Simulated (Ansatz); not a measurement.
**ClFH₅NSi₂: a ladder of functionals and wavefunction methods**

One table from this session's results is given with a row withheld; the runs are named, their logs left out.

Method: functionals in def2-TZVPP, the program's frozen cores in correlated methods; program: Ansatz 0.2.0, Gaussian basis.

Levels to be run: PBE-D4, r2SCAN-D4, PBE0-D4, B3LYP-D4, ωB97X-V, ωB97M-V, B2PLYP; CCSD(T)/def2-TZVPP; MP2/def2-QZVPP; extrapolation to the limit.

### Structure used throughout

All runs share one geometry, relaxed beforehand with PBE0-D4 in a triple-zeta def2 set.

SMILES `F[SiH2]N[SiH2]Cl`, 10 atoms, charge 0, spin multiplicity 1.

Atoms are counted from 1 here; the program's logs count them from 0.

Bond lengths: F1–Si2 1.599 Å, Si2–N3 1.713 Å, Si2–H6 1.478 Å, Si2–H7 1.479 Å, N3–Si4 1.715 Å, N3–H8 1.011 Å, Si4–Cl5 2.059 Å, Si4–H9 1.479 Å, Si4–H10 1.477 Å. Angles: F1–Si2–N3 111.6°, F1–Si2–H6 107.2°, F1–Si2–H7 106.1°, N3–Si2–H6 108.2°, N3–Si2–H7 109.9°, H6–Si2–H7 113.9°, Si2–N3–Si4 127.5°, Si2–N3–H8 116.3°, Si4–N3–H8 116.1°, N3–Si4–Cl5 112.1°, N3–Si4–H9 110.6°, N3–Si4–H10 107.8°, Cl5–Si4–H9 105.9°, Cl5–Si4–H10 107.6°, H9–Si4–H10 112.9°.

Set-up of the first run:

Input file in.yaml:

```yaml
crystal:
  periodic: [false, false, false]
  atoms:
    - {symbol: F, position_ang: [-0.849104, -2.160578, 1.301028]}
    - {symbol: Si, position_ang: [0.157661, -1.538804, 0.225685]}
    - {symbol: N, position_ang: [0.399043, 0.136951, 0.483092]}
    - {symbol: Si, position_ang: [-0.368501, 1.439278, -0.327009]}
    - {symbol: Cl, position_ang: [0.846800, 2.287481, -1.756418]}
    - {symbol: H, position_ang: [-0.459664, -1.716601, -1.105040]}
    - {symbol: H, position_ang: [1.435795, -2.263388, 0.394352]}
    - {symbol: H, position_ang: [1.092055, 0.389536, 1.174962]}
    - {symbol: H, position_ang: [-0.693263, 2.523795, 0.623975]}
    - {symbol: H, position_ang: [-1.560822, 0.902330, -1.014628]}
basis:
  gaussian: {orbitals: def2-TZVPP}
hamiltonian: {xc: pbe, dispersion: d4}
output: {forces: true, orbitals: {seedname: orbitals}}
```

Started as:

```sh
$ ansatz run in.yaml --threads 2 --pin off --events-out ev --progress --plain --max-ram 22528MiB --backend cpu
```

Among the steps run: PBE-D4 (GGA); r2SCAN-D4 (meta-GGA); PBE0-D4 (hybrid); B3LYP-D4 (hybrid); ωB97X-V (range-separated); ωB97M-V (range-separated); B2PLYP (double hybrid); CCSD(T) in def2-TZVPP; MP2 in def2-QZVPP.

One table of the session follows, with a row left open; its other results are not shown here.

| method | atomisation energy (kcal/mol) |
| --- | --- |
| PBE-D4 | 822.6 |
| r2SCAN-D4 | 821.2 |
| PBE0-D4 | 812.9 |
| B3LYP-D4 | 820.5 |
| ωB97X-V | 829.8 |
| ωB97M-V | ? |
| B2PLYP | 812.8 |
| HF/def2-TZVPP | 608.6 |
| MP2/def2-TZVPP | 814.1 |
| CCSD/def2-TZVPP | 789.6 |
| CCSD(T)/def2-TZVPP | 800.1 |
| MP2/CBS | 841.1 |
| CCSD(T)/CBS | 827.1 |

**Question.** Estimate the row for ωB97M-V.

As computed: atomisation energy (kcal/mol): 827.3. In the column «atomisation energy (kcal/mol)» it lies between CCSD(T)/CBS (827.1) and ωB97X-V (829.8).

Some runs used a GPU and others CPU threads alone; cost is compared among the CPU runs only.

Among the levels timed on like hardware, those that no quicker one beats, quickest first: PBE-D4 (4.1 s, -4.5 kcal/mol); ωB97X-V (12 s, +2.6 kcal/mol); ωB97M-V (18 s, +0.2 kcal/mol).

Caveats from the session: Free atoms (1 F, 2 Si, 1 N, 1 Cl, 5 H) were run apart at each level; the atomisation energy is their sum less the molecule, without zero-point or spin-orbit terms.
